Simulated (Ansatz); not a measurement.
Debugging relaxations under a series of pressures of AlCu, space group Pm-3m (the Ansatz DFT code, driven from Python).

The script, `compress_alcu.py`:
```python
"""Volume and enthalpy of AlCu against pressure."""

import ansatz as az
from ase import Atoms
import numpy as np

FUNCTIONAL = "r2scan"
CUTOFF = 600
KGRID = (13, 13, 13)
FILLING = "fermi_dirac"
MAX_SCF = 60

def edges_and_angles(cell):
    cell = np.asarray(cell)
    a, b, c = np.linalg.norm(cell, axis=1)
    cosines = cell[1] @ cell[2] / (b * c), cell[0] @ cell[2] / (a * c), cell[0] @ cell[1] / (a * b)
    return (a, b, c, *np.degrees(np.arccos(cosines)))


def main() -> None:
    atoms = Atoms(
        ["Al", "Cu"],
        scaled_positions=[
            [0.0, 0.0, 0.0],
            [0.5, 0.5, 0.5],
        ],
        cell=[
            [1.586282, 0.0, 0.0],
            [0.0, 1.586282, 0.0],
            [0.0, 0.0, 1.586282],
        ],
        pbc=True,
    )
    xtal = az.Crystal.from_ase(atoms)

    calculation = (
        xtal.calculation()
        .functional(FUNCTIONAL)
        .basis(CUTOFF)
        .kpoints(*KGRID)
        .occupations(FILLING)
        .scf(max_iterations=MAX_SCF)
    )

    # H = F + PV, with 1 GPa A^3 = 1/160.21766 eV
    rows = []
    for pressure in [-2, 0, 2, 5, 10]:
        outcome = calculation.relax(cell=True, pressure=pressure, max_steps=30).run(threads=1, pin="off")
        cell = outcome.lattice.cell_ang
        n_atoms = len(outcome.lattice.sites)
        volume = abs(np.linalg.det(cell)) / n_atoms
        enthalpy = outcome.report["free_energy_ev"] / n_atoms + pressure * volume / 160.21766
        rows.append((pressure, volume, enthalpy, *edges_and_angles(cell)))
        print(f"{pressure} GPa done: {volume:.4f} A^3/atom")

    print(" P (GPa)  V (A^3/atom)  H (eV/atom)     a       b       c")
    for row in rows:
        print("{:8.1f} {:12.4f} {:14.5f} {:7.4f} {:7.4f} {:7.4f}".format(*row[:6]))
    p, v = np.array([row[0] for row in rows], float), np.array([row[1] for row in rows])
    print("mean bulk modulus between rows (GPa):", np.round(-np.diff(p) / np.diff(np.log(v)), 1))


if __name__ == "__main__":
    main()
```

```console
$ python compress_alcu.py
Traceback (most recent call last):
  File "compress_alcu.py", line 64, in <module>
    main()
    ~~~~^^
  File "compress_alcu.py", line 48, in main
    outcome = calculation.relax(cell=True, pressure=pressure, max_steps=30).run(threads=1, pin="off")
  ...
ansatz.NonConvergedError: refused after 8 iterations: one_centre_occupation = 3.98e0 (threshold 2.00e0); read on the Al atom at site 0 (counted from 0), in its partial waves of l = 2. The loop had accepted its state. The figure is how many electrons the atom's PAW partial-wave expansion lays in one spin orbital inside its sphere. Of a state that the partial waves describe, at an atom whose sphere does not reach far into another's, it is at most what a level can hold: about one, and more with the corrected tetrahedra; the threshold leaves room over one. Most likely the run has filled a ghost state, a level that the dataset's projectors bind and the atom lacks (a dataset that is sound under one functional can have one under another), or spheres, of atoms or of an atom and its images, overlap so deeply that the expansion counts electrons twice. The SCF's residuals do not see that, and the energy, the forces and the levels can be wrong by many eV: no result is given. To try: another dataset for the element (`hamiltonian.pseudopotentials`: `source: ansatz` if the run read another table, another `kind`, or another file under `azcp`); where atoms stand so close that spheres overlap [...]
```
(Library frames cut from the traceback.)

What is wrong, and how is it mended?

The fault: the cell is far too small. Mended:

```diff
--- before
+++ after
@@ -8,3 +8,3 @@
 CUTOFF = 600
-KGRID = (13, 13, 13)
+KGRID = (7, 7, 7)
 FILLING = "fermi_dirac"
@@ -27,5 +27,5 @@
         cell=[
-            [1.586282, 0.0, 0.0],
-            [0.0, 1.586282, 0.0],
-            [0.0, 0.0, 1.586282],
+            [2.997509, 0.0, 0.0],
+            [0.0, 2.997509, 0.0],
+            [0.0, 0.0, 2.997509],
         ],
```

After the fix:

`python compress_alcu.py` gives:
```text
-2 GPa done: 13.1856 A^3/atom
0 GPa done: 12.9824 A^3/atom
2 GPa done: 12.7929 A^3/atom
5 GPa done: 12.5346 A^3/atom
10 GPa done: 12.1575 A^3/atom
 P (GPa)  V (A^3/atom)  H (eV/atom)     a       b       c
    -2.0      13.1856    -3586.17268  2.9765  2.9765  2.9765
     0.0      12.9824    -3586.00936  2.9612  2.9612  2.9612
     2.0      12.7929    -3585.84850  2.9467  2.9467  2.9467
     5.0      12.5346    -3585.61144  2.9267  2.9267  2.9267
    10.0      12.1575    -3585.22631  2.8971  2.8971  2.8971
mean bulk modulus between rows (GPa): [128.8 136.  147.1 163.7]
```

Total energies depend on the potentials; only differences at equal settings carry meaning. At a fixed pressure a relaxation lowers the enthalpy F + PV, while F alone can rise. For a metal this k-point mesh is coarse: on a finer one energies can move by several to tens of meV an atom and pressures by half a GPa or more, differences at one mesh by less. The structure comes from a database of computed cells and needn't be a stable or known phase. Symmetry holds the cell in this phase, whether or not it is the stable one at each pressure. Run time: 14 s on 1 thread of AMD EPYC 9R45 96-Core Processor (Zen 5), on a shared host, peak memory 0.48 GiB.

(Lines on the test bed's own set-up are left out of the output.)
